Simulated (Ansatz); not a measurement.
# TiWO5: melt and quench

Aim: for TiWO5, follow a random packing through a hot liquid and a fast quench, and see what structure it leaves.

All numbers below are computed with Ansatz 0.2.0 (DFT PBE, scalar-relativistic, plane waves, PAW).

### 1 The structure to begin with

The cell holds 21 atoms (O15Ti3W3): a = 6.839 Å, b = 6.600 Å, c = 6.436 Å, α = 91.29°, β = 90.74°, γ = 86.30°.

It is the last frame of an earlier stage of the same melt, run at 1520 K.

As a file:

```xyz
21
Lattice="6.8352 0.2165 -0.0415 0.2165 6.5964 -0.0725 -0.0415 -0.0725 6.4352" Properties=species:S:1:pos:R:3 pbc="T T T"
Ti    0.1675    2.6878    0.7509
Ti    4.9158    4.9181    0.9884
Ti    2.2221    4.3345    3.2018
O     0.4750    4.9264    4.4405
O     4.5359    2.8727    0.1358
O     2.0620    2.0808    6.3883
O     3.4047    4.9536    1.9402
O     6.2790    1.5677    1.8764
O     6.6971    1.8069    5.0782
O     2.6480    6.0726    5.7168
O     3.7517    1.3596    1.8377
O     4.0888    0.9586    4.5600
O     5.3644    3.7764    2.6583
O     3.5073    3.1868    3.9764
O     1.5693    3.2808    1.9316
O     6.5701    4.5117    0.2223
O     1.5954    0.5238    3.3481
O     5.0925    6.5663    0.5191
W     4.8333    2.0983    3.0559
W     3.6040    1.1356    6.3563
W     0.9072   -0.0158    4.8328
```

### 2 Langevin stage at 300 K

One k point, a Fermi-Dirac width of 0.050 eV and a fixed cell.

The input, input.yaml:

```yaml
crystal:
  lattice:
    - [6.835202, 0.216521, -0.041497]
    - [0.216521, 6.596443, -0.072536]
    - [-0.041497, -0.072536, 6.435209]
  atoms:
    - { symbol: Ti, position: [0.0123077133, 0.4083936403, 0.1213654678] }
    - { symbol: Ti, position: [0.6972425675, 0.7245053742, 0.1662578288] }
    - { symbol: Ti, position: [0.3075065363, 0.6525746138, 0.5068804793] }
    - { symbol: O, position: [0.0498876384, 0.7528671478, 0.6988465356] }
    - { symbol: O, position: [0.650666098, 0.4144670226, 0.0299641289] }
    - { symbol: O, position: [0.2977051971, 0.316640735, 0.9982026599] }
    - { symbol: O, position: [0.4766156191, 0.7387490921, 0.3128941045] }
    - { symbol: O, position: [0.9137586704, 0.2109661201, 0.2998531365] }
    - { symbol: O, position: [0.9767065078, 0.2506319985, 0.7982445365] }
    - { symbol: O, position: [0.3637770277, 0.9185529422, 0.9010555379] }
    - { symbol: O, position: [0.5445760503, 0.1914341621, 0.2912316286] }
    - { symbol: O, position: [0.5983059636, 0.1335354354, 0.7139689797] }
    - { symbol: O, position: [0.7699063527, 0.5518879121, 0.4242793573] }
    - { symbol: O, position: [0.5019201452, 0.4735219732, 0.6264925952] }
    - { symbol: O, position: [0.2158246641, 0.4936455759, 0.3071197579] }
    - { symbol: O, position: [0.9408038603, 0.6536048252, 0.0479722487] }
    - { symbol: O, position: [0.2341267435, 0.0774761979, 0.5226576448] }
    - { symbol: O, position: [0.7148048612, 0.9730191344, 0.0962427362] }
    - { symbol: W, position: [0.7005277934, 0.3004060428, 0.4827694864] }
    - { symbol: W, position: [0.5280519029, 0.1657354279, 0.9930177183] }
    - { symbol: W, position: [0.1372411851, 0.0013675526, 0.7518885743] }
  symmetry: { detect: false }
basis:
  ecutwfc: 420
  xc_grid: 1
kpoints:
  mp_grid: { grid: [1, 1, 1], shift: [0.0, 0.0, 0.0] }
hamiltonian:
  xc: pbe
scf:
  occupations: { method: fermi_dirac, width: 0.05 }
  lower_state_search: "off"
  convergence: { dr2_threshold: 1.0e-05 }
output:
  forces: true
  stress: true
md:
  timestep: 2.0
  n_steps: 250
  ensemble: nvt_langevin
  friction: 0.03
  temperature: 300.0
  initial_velocities: maxwell_boltzmann
  seed: 94954
```

Run with:

```sh
> ansatz run input.yaml --threads 2 --pin off --max-ram 5120MiB --backend cpu --events-out ev --progress --plain --runs-dir out
```

Log, cut to the lines that bear on the results:

```text
Warning: scf.convergence.dr2_threshold = 1e-5 eV is looser than this run's default, which is 1e-7 eV or tighter. The error in the forces grows as the threshold's square root, so leave the key out unless less accurate forces are enough
Warning: output.stress: scf.convergence.dr2_threshold = 1e-5 eV is looser than the 2.1e-9 eV advised for a printed stress (1e-10 eV for each atom of the cell: 21). What an SCF threshold leaves in a stress goes as its square root, and in the free energy as the threshold itself, and one [...]
Warning: RAYON_NUM_THREADS=2 ignored (pool sized by the plan → 2); use --threads N
[...]
Pseudopotentials: kind: paw
Pseudopotential: Ti, paw, valence charge 12, recommended cutoff 420 eV (normal), Ti.paw.azcp
Pseudopotential: O, paw, valence charge 6, recommended cutoff 420 eV (normal), O.paw.azcp
Pseudopotential: W, paw, valence charge 14, recommended cutoff 420 eV (normal), W.paw.azcp
Functional definition: PBE
[...]
Crystal: 21 atoms, lattice volume = 289.803 Å³
Basis set: ecut = 420 eV, 5683 PW (Γ)
Bands: 105, of which v1, the nominal top of the filled ones, is band 84 counted from 1 (83 counted from 0)
Symmetry: 1 space group operations
k-points: 1
[...]
SCF iter   1: F=—  HF=-47171.661464 eV  |F-HF|=—  |Δ(HF+E_count)|=         —  Δρ=9.47e-3  dr2=2.26e-1  ethr=1.77e-3  ⟨swp⟩=6.0  Hψ=382  notcnv=0
[...]
md step     0: t =     0.00 fs  T =   285.7 K  F+E_penalty+E_count = -47171.63047493 eV  E_kin = 0.775560 eV  P_inst = 2.1856 GPa  (9 SCF iters)
[...]
md step     9: t =    18.00 fs  T =   742.2 K  F+E_penalty+E_count = -47173.76881961 eV  E_kin = 2.014789 eV  P_inst = 2.6609 GPa  (5 SCF iters)
[...]
md step    18: t =    36.00 fs  T =   456.6 K  F+E_penalty+E_count = -47173.97264589 eV  E_kin = 1.239422 eV  P_inst = 2.9565 GPa  (4 SCF iters)
[...]
md step    27: t =    54.00 fs  T =   346.3 K  F+E_penalty+E_count = -47174.30046970 eV  E_kin = 0.939971 eV  P_inst = 3.4970 GPa  (4 SCF iters)
[...]
md step    34: t =    68.00 fs  T =   328.3 K  F+E_penalty+E_count = -47174.47494111 eV  E_kin = 0.891095 eV  P_inst = 3.8385 GPa  (5 SCF iters)
md step    35: t =    70.00 fs  T =   315.7 K  F+E_penalty+E_count = -47174.43722188 eV  E_kin = 0.857004 eV  P_inst = 4.1615 GPa  (4 SCF iters)
```

### 3 The log goes on: Langevin dynamics at 300 K from the last frame before

The log, continued, cut to the lines that bear on the results:

```text
md step    36: t =    72.00 fs  T =   297.0 K  F+E_penalty+E_count = -47174.42257505 eV  E_kin = 0.806093 eV  P_inst = 4.4797 GPa  (5 SCF iters)
[...]
md step    66: t =   132.00 fs  T =   402.5 K  F+E_penalty+E_count = -47174.49358735 eV  E_kin = 1.092638 eV  P_inst = 4.5903 GPa  (4 SCF iters)
[...]
md step    96: t =   192.00 fs  T =   331.6 K  F+E_penalty+E_count = -47174.46493886 eV  E_kin = 0.900005 eV  P_inst = 1.7355 GPa  (5 SCF iters)
[...]
md step   126: t =   252.00 fs  T =   459.7 K  F+E_penalty+E_count = -47174.65842973 eV  E_kin = 1.247910 eV  P_inst = 6.9795 GPa  (4 SCF iters)
[...]
md step   156: t =   312.00 fs  T =   267.2 K  F+E_penalty+E_count = -47174.83469408 eV  E_kin = 0.725337 eV  P_inst = 5.0306 GPa  (5 SCF iters)
md step   157: t =   314.00 fs  T =   228.0 K  F+E_penalty+E_count = -47174.87733206 eV  E_kin = 0.618830 eV  P_inst = 5.0086 GPa  (4 SCF iters)
```

### 4 The output, continued: Langevin dynamics at 300 K from the last frame before

The log, continued, cut to the lines that bear on the results:

```text
md step   158: t =   316.00 fs  T =   260.7 K  F+E_penalty+E_count = -47174.94286836 eV  E_kin = 0.707749 eV  P_inst = 5.1490 GPa  (4 SCF iters)
[...]
md step   181: t =   362.00 fs  T =   272.4 K  F+E_penalty+E_count = -47174.98511344 eV  E_kin = 0.739537 eV  P_inst = 4.1090 GPa  (4 SCF iters)
[...]
md step   204: t =   408.00 fs  T =   321.3 K  F+E_penalty+E_count = -47175.03151763 eV  E_kin = 0.872196 eV  P_inst = 5.4976 GPa  (5 SCF iters)
[...]
md step   227: t =   454.00 fs  T =   326.3 K  F+E_penalty+E_count = -47174.98815913 eV  E_kin = 0.885810 eV  P_inst = 7.4348 GPa  (5 SCF iters)
[...]
md step   249: t =   498.00 fs  T =   432.2 K  F+E_penalty+E_count = -47174.81973525 eV  E_kin = 1.173321 eV  P_inst = 5.8206 GPa  (4 SCF iters)
[...]
md step   250: t =   500.00 fs  T =   451.8 K  F+E_penalty+E_count = -47174.84231013 eV  E_kin = 1.226451 eV  P_inst = 6.5279 GPa  (7 SCF iters)
SCF converged after 7 iterations
Free energy (F): -47174.842310 eV
[...]
E sigma→0 (E₀):  -47174.842310 eV
Fermi energy:    6.973369 eV
[...]
--- Forces (eV/Å), atoms counted from 1 ---
  atom   1  Ti    -0.68059611     0.14345985     0.72570169
  atom   2  Ti    -0.70373169    -0.70372409    -0.05822275
  atom   3  Ti     1.07764916    -0.69578802    -0.73406023
  atom   4  O     -0.79266868    -1.80188454    -0.64931277
  atom   5  O      0.72109511     0.22205162    -0.76702626
  atom   6  O      1.12838963    -0.41457792    -0.49344363
  atom   7  O      1.18385048     0.51826838     0.36082130
  atom   8  O      0.45208810    -0.83464013    -0.40327610
[...]
--- Stress (GPa, compression-positive) ---
        6.790994       4.133486       1.471641
        4.133483       5.514359      -0.620748
        1.471643      -0.620754       5.922312
  P = ⅓ Tr σ = 6.0759 GPa (60.759 kbar)
--- MD trajectory: 250 steps, t = 0.0 → 500.0 fs ---
  final state: T = 451.8 K   F+E_penalty+E_count = -47174.84231013 eV   E_kin = 1.226451 eV
```

It took 4.5 min on 2 threads of Arm Neoverse V1, shared host; peak memory 0.41 GiB.

### 5 The trajectory

One step in 10; energies are changes from step 0; msd is the mean square displacement from the start, the centre of mass held:

```csv
time (fs),T (K),potential energy change (meV/atom),pressure (GPa),msd O (Å²),msd Ti (Å²),msd W (Å²)
0.0,286,0.0,2.2,0.000,0.000,0.000
20.0,707,-107.7,2.7,0.027,0.015,0.002
40.0,422,-116.1,3.7,0.060,0.062,0.006
60.0,378,-131.8,3.1,0.067,0.087,0.008
80.0,327,-148.3,3.4,0.077,0.099,0.008
100.0,303,-141.8,3.8,0.095,0.094,0.010
120.0,355,-130.1,4.0,0.120,0.088,0.010
140.0,394,-132.2,5.7,0.130,0.088,0.015
160.0,356,-134.2,5.6,0.125,0.075,0.018
180.0,415,-133.2,3.3,0.111,0.075,0.022
200.0,483,-147.1,3.7,0.113,0.077,0.022
220.0,287,-146.1,4.6,0.135,0.077,0.024
240.0,396,-146.3,5.8,0.164,0.095,0.023
260.0,437,-144.0,5.9,0.175,0.109,0.027
280.0,347,-157.2,5.8,0.169,0.108,0.031
300.0,329,-153.6,5.8,0.168,0.136,0.040
320.0,285,-163.6,5.5,0.167,0.140,0.053
340.0,280,-149.4,8.6,0.205,0.137,0.071
360.0,250,-157.3,3.9,0.222,0.118,0.075
380.0,294,-151.3,6.9,0.226,0.107,0.065
400.0,350,-156.8,1.7,0.232,0.106,0.058
420.0,308,-158.5,6.5,0.227,0.106,0.065
440.0,364,-164.8,6.2,0.207,0.124,0.065
460.0,395,-156.1,7.1,0.201,0.139,0.057
480.0,402,-149.7,7.4,0.195,0.124,0.060
500.0,452,-152.9,6.5,0.194,0.117,0.068
```

time (fs), T (K) and a bar:
```
      0.0        286 ####
     22.0        692 ##############################
     44.0        455 ###############
     66.0        333 #######
     86.0        319 ######
    108.0        286 ####
    130.0        427 #############
    152.0        346 ########
    174.0        499 ##################
    196.0        451 ##############
    218.0        296 ####
    240.0        396 ###########
    260.0        437 ##############
    282.0        375 ##########
    304.0        282 ####
    326.0        340 #######
    348.0        271 ###
    370.0        342 #######
    392.0        227 
    414.0        287 ####
    434.0        331 #######
    456.0        315 ######
    478.0        353 ########
    500.0        452 ##############
```

Pair distribution over the second half of the run:

```csv
r (Å),g O–O,g Ti–O,g O–W
0.68,0.00,0.00,0.00
0.84,0.00,0.00,0.00
1.00,0.00,0.00,0.00
1.16,0.00,0.00,0.00
1.32,0.00,0.00,0.00
1.48,0.00,0.00,0.00
1.64,0.00,1.26,0.65
1.80,0.00,5.39,7.66
1.96,0.00,3.64,4.65
2.12,0.00,1.78,0.80
2.28,0.19,0.37,0.10
2.44,1.61,0.02,0.32
2.60,2.78,0.40,0.13
2.76,2.65,0.47,0.08
2.92,2.11,0.49,0.36
3.08,1.35,0.20,0.29
```

First peaks of g(r) (not always the tallest), and, where a minimum follows, the mean number of second-named atoms round a first-named one up to the next minimum:

```csv
pair,peak (Å),height,minimum (Å),neighbours
O–O,2.60,2.8,-,-
Ti–O,1.80,5.4,2.44,4.7
O–W,1.88,7.7,2.28,1.0
```

### 6 Snapshots as a file

Positions (Å) and forces (eV/Å):

```xyz
21
Lattice="6.835 0.217 -0.041 0.217 6.596 -0.073 -0.041 -0.073 6.435" Properties=species:S:1:pos:R:3:forces:R:3 pbc="T T T" time_fs=100.0 T=303 dE=-2.9785
Ti    0.322    2.512    0.650   -1.026    0.509    0.151
Ti    4.743    4.584    0.826    0.113    0.102   -0.647
Ti    2.078    4.300    2.999    1.252    0.542   -0.631
O     0.645    5.057    4.043   -0.306    0.477    0.938
O     4.571    2.865    0.002   -0.181    0.309    0.130
O     1.876    1.782    6.359    0.896   -0.570   -0.753
O     3.199    4.963    1.580   -0.480    0.009    0.770
O     6.329    1.526    2.224   -0.375   -0.404    0.015
O     6.508    1.454    5.252   -0.049    0.404   -0.037
O     2.702    6.014    5.771   -0.173    1.063   -0.204
O     3.703    1.543    1.875    0.762    0.181    1.078
O     4.064    1.232    4.540    1.365   -0.395    0.469
O     5.335    3.839    2.455    0.464    0.463    0.434
O     3.286    3.406    3.858    0.723    0.042   -0.005
O     1.380    3.044    2.054   -0.953   -0.733   -0.415
O     6.659    4.304    0.047    0.400   -0.541    0.272
O     1.739    0.616    3.492    0.586    0.669   -0.849
O     5.095    6.447    0.305   -0.134   -0.208    0.059
W     4.906    2.177    3.101   -2.606   -0.330    0.264
W     3.661    1.114    6.403   -0.781   -0.401   -1.446
W     0.990    0.030    4.887    0.502   -1.186    0.406
21
Lattice="6.835 0.217 -0.041 0.217 6.596 -0.073 -0.041 -0.073 6.435" Properties=species:S:1:pos:R:3:forces:R:3 pbc="T T T" time_fs=200.0 T=483 dE=-3.0892
Ti    0.201    2.430    0.730   -0.243    1.266   -0.104
Ti    4.752    4.753    0.922    1.287   -0.860   -1.116
Ti    2.146    4.422    2.909   -2.399   -1.225    0.766
O     0.779    4.962    4.359   -0.244   -0.579   -0.404
O     4.387    2.949    0.218   -0.479   -0.107   -0.595
O     1.836    1.778    6.362    0.175   -0.361   -0.292
O     3.165    5.170    1.644    0.122    0.309   -0.439
O     6.156    1.576    2.257   -0.169    0.112    0.104
O     6.569    1.430    5.294    0.028   -0.282    0.458
O     2.859    6.097    5.722   -0.089    0.214   -0.257
O     3.577    1.416    2.003   -1.029   -0.020   -0.766
O     4.231    1.285    4.550    0.014    0.008    1.080
O     5.378    3.973    2.446   -0.098    0.553    0.345
O     3.315    3.550    3.866    0.753   -0.228   -0.308
O     1.300    3.021    2.122    0.168    1.151   -0.235
O     6.567    4.175   -0.034   -0.143   -0.389    1.036
O     1.562    0.478    3.337    0.628    0.226   -0.683
O     5.192    6.673    0.439   -0.989   -1.145   -0.407
W     4.689    2.274    3.052   -0.029   -0.292    0.674
W     3.581    1.145    6.369    2.499    1.013    0.279
W     1.034    0.017    4.893    0.238    0.635    0.859
21
Lattice="6.835 0.217 -0.041 0.217 6.596 -0.073 -0.041 -0.073 6.435" Properties=species:S:1:pos:R:3:forces:R:3 pbc="T T T" time_fs=300.0 T=329 dE=-3.2265
Ti    0.440    2.374    0.723   -2.176    1.676   -0.339
Ti    4.725    4.651    0.942   -0.034   -0.772    0.328
Ti    1.979    4.425    2.953   -0.643    0.131   -0.067
O     0.669    4.852    4.442    0.255    0.933    0.256
O     4.369    2.940    0.110   -0.293   -0.608    0.263
O     1.959    1.819    6.155    0.259    0.283    0.269
O     2.983    5.011    1.591    0.495    0.305   -0.543
O     6.062    1.664    2.204   -0.168    0.393    0.376
O     6.644    1.216    5.682   -0.973   -0.474    0.272
O     2.925    6.101    5.651   -0.421   -0.173   -0.249
O     3.477    1.412    1.960   -1.356   -0.809   -0.559
O     4.469    1.245    4.621   -1.042   -0.656    0.215
O     5.074    4.051    2.651    0.921   -0.316   -0.643
O     3.086    3.337    3.745    0.634   -0.399    1.036
O     1.099    3.124    2.187    0.097   -0.392    0.304
O     6.566    4.144    0.150    0.044   -1.011    0.610
O     1.471    0.413    3.393    0.097    0.176   -0.580
O     5.117    6.503    0.581   -0.536    0.057   -0.741
W     4.575    2.235    3.088    1.143    1.298   -0.455
W     3.648    1.100    6.418    2.917    1.382   -0.002
W     1.015   -0.084    4.976    0.782   -1.022    0.247
21
Lattice="6.835 0.217 -0.041 0.217 6.596 -0.073 -0.041 -0.073 6.435" Properties=species:S:1:pos:R:3:forces:R:3 pbc="T T T" time_fs=400.0 T=350 dE=-3.2919
Ti    0.387    2.419    0.697    0.567   -0.944    1.352
Ti    4.765    4.608    0.880   -1.210   -0.035    1.149
Ti    1.977    4.310    3.093    1.020   -0.218   -0.672
O     0.663    4.874    4.481    0.914    1.768    0.302
O     4.660    2.831    0.207   -0.088    0.129   -0.323
O     2.062    1.851    6.213   -0.786   -0.144   -0.177
O     3.087    4.839    1.552   -0.124   -0.231    0.155
O     6.073    1.542    2.320   -0.479    0.370    0.442
O     6.606    1.024    5.942    1.030    0.024   -0.594
O     3.037    6.055    5.556   -1.525    0.664   -0.020
O     3.466    1.438    1.874    0.101    0.179    1.061
O     4.381    1.296    4.571    0.208   -0.236   -0.333
O     5.229    4.049    2.594    0.451   -0.766   -0.307
O     3.264    3.537    4.062   -0.355   -0.321   -1.249
O     1.090    2.986    2.378    0.200    0.096   -0.655
O     6.775    4.092    0.012   -0.546    0.965    0.301
O     1.491    0.437    3.378   -0.618   -0.431    2.057
O     5.129    6.436    0.473   -0.666   -0.069   -0.039
W     4.615    2.277    3.031   -0.380    0.688   -0.946
W     3.749    1.114    6.362    1.316   -0.102    0.618
W     1.078   -0.063    5.036    0.971   -1.385   -2.118
21
Lattice="6.835 0.217 -0.041 0.217 6.596 -0.073 -0.041 -0.073 6.435" Properties=species:S:1:pos:R:3:forces:R:3 pbc="T T T" time_fs=500.0 T=452 dE=-3.2118
Ti    0.432    2.365    0.703   -0.681    0.143    0.726
Ti    4.792    4.618    0.965   -0.704   -0.704   -0.058
Ti    2.025    4.289    2.966    1.078   -0.696   -0.734
O     0.839    4.843    4.504   -0.793   -1.802   -0.649
O     4.570    2.871    0.110    0.721    0.222   -0.767
O     2.062    1.906    6.294    1.128   -0.415   -0.493
O     2.936    4.686    1.435    1.184    0.518    0.361
O     6.126    1.703    2.366    0.452   -0.835   -0.403
O     6.708    1.109    5.712    0.103   -0.178    0.026
O     3.026    6.108    5.678   -0.788   -0.540    0.585
O     3.549    1.466    1.891   -0.104    0.128    0.651
O     4.369    1.033    4.524    0.361    0.527    0.563
O     5.395    3.968    2.489   -0.583    0.814    0.230
O     3.490    3.530    3.871   -1.475    0.468    0.120
O     1.237    2.904    2.310    0.390    0.141    0.578
O     6.749    4.132    0.205   -0.154    0.080   -0.295
O     1.829    0.352    3.455   -1.155   -0.385    0.180
O     5.133    6.428    0.532   -0.113    0.987   -0.197
W     4.604    2.207    3.131    0.265   -0.159   -1.516
W     3.791    1.147    6.354   -0.101   -0.710    1.109
W     1.172   -0.159    4.999    0.968    2.392   -0.015
```

### 7 The stages side by side

Means over the second half of each stage, earlier sessions' stages included (the first, hottest stages at a lower cutoff are left out); the pressure holds its kinetic part:

```csv
thermostat (K),duration (fs),mean T (K),mean P (GPa),mean potential energy over the last stage (meV/atom),largest msd at the end (Å²),wall time
3800,500,3945,9.6,490,1.92,6.1 min
2740,476,2849,8.3,387,2.28,5.5 min
1520,500,1474,5.2,169,0.92,5.4 min
300,500,333,6.0,0,0.19,4.5 min
```

### 8 Results

| quantity | value |
| --- | --- |
| 300 K: length | 250 steps of 2 fs |
| 300 K: temperature, first and last step | 286 and 452 K |
| 300 K: temperature, second half | mean 333 K, from 227 to 460 K |

Against a set 300 K the second half averages 333 K with a spread of 54 K (in equilibrium 21 atoms would scatter by about 53 K, over a far longer run). The thermostat is lowered by 3500 K within 1476 fs (some 2×10^15 K/s), far faster than any real quench. In the hottest stage of the table the atoms move only 1.92 Å² in mean square, too little to forget where they started, so this is no equilibrated liquid. 500 fs on 21 atoms is far too short and small for converged averages. The runs treat W without spin-orbit coupling.
